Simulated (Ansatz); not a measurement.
Predict the output of the script below (Ansatz's Python interface).

`run_fold.py`
```python
import ansatz as az
import pandas as pd
from pymatgen.core import Lattice, Structure
from pymatgen.io.ase import AseAtomsAdaptor

pmg_structure = Structure(
    Lattice([(3.628, 0.0, 0.0), (0.0, 3.628, 0.0), (0.0, 0.0, 3.628)]),
    ["Mg", "Tl"],
    [
        (0.0, 0.0, 0.0),
        (0.5, 0.5, 0.5),
    ],
)
cell = az.Crystal.from_ase(AseAtomsAdaptor.get_atoms(pmg_structure))

mesh = (4, 4, 4)
rows = []
for repeats in [(1, 1, 1), (2, 1, 1)]:
    calculation = (
        cell.supercell(*repeats).calculation()
        .scf(extra_bands=12)
        .occupations("fermi_dirac")
        .mixing("anderson", beta=0.5)
        .functional("r2scan")
        .kpoints(*(k // n for k, n in zip(mesh, repeats)))
    )
    data = calculation.run().report
    n = len(data["lattice"]["sites"])
    rows.append((repeats, n, data["free_energy_ev"] / n, data["fermi_energy_ev"], data["n_kpoints"], data["n_symmetry_ops"]))
print(pd.DataFrame(rows, columns=["repeats", "atoms", "F/atom eV", "Fermi level eV", "k-points", "symmetry operations"]).round(4).to_string(index=False))
```

```console
$ python run_fold.py
DeckWarning: basis.ecutwfc = 500 eV, auto-derived from the records' recommended cutoffs: set by Mg (their level for a meta-GGA)
  repeats  atoms  F/atom eV  Fermi level eV  k-points  symmetry operations
(1, 1, 1)      2  -6692.431          9.2309        10                   48
(2, 1, 1)      4  -6692.431          9.2310        12                   32
```
(Warnings from the package without file and line.)

The settings weren't tested for convergence. For a metal this k-point mesh is coarse: on a finer one energies can move by several to tens of meV an atom and pressures by half a GPa or more, differences at one mesh by less. Spin-orbit coupling, which matters for elements this heavy, is left out. The structure is a deposited one; some such entries were measured under pressure or heat, so a shift against it needn't be the functional's error alone. The count of operations in a supercell holds its pure translations too, and an uneven repeat can lower the point group. It ran for 9.6 s on 1 thread of AMD EPYC 7R43 64-Core Processor (Zen 3) (shared host), peak memory 0.64 GiB.

(Lines on the test bed's own set-up are left out of the output.)
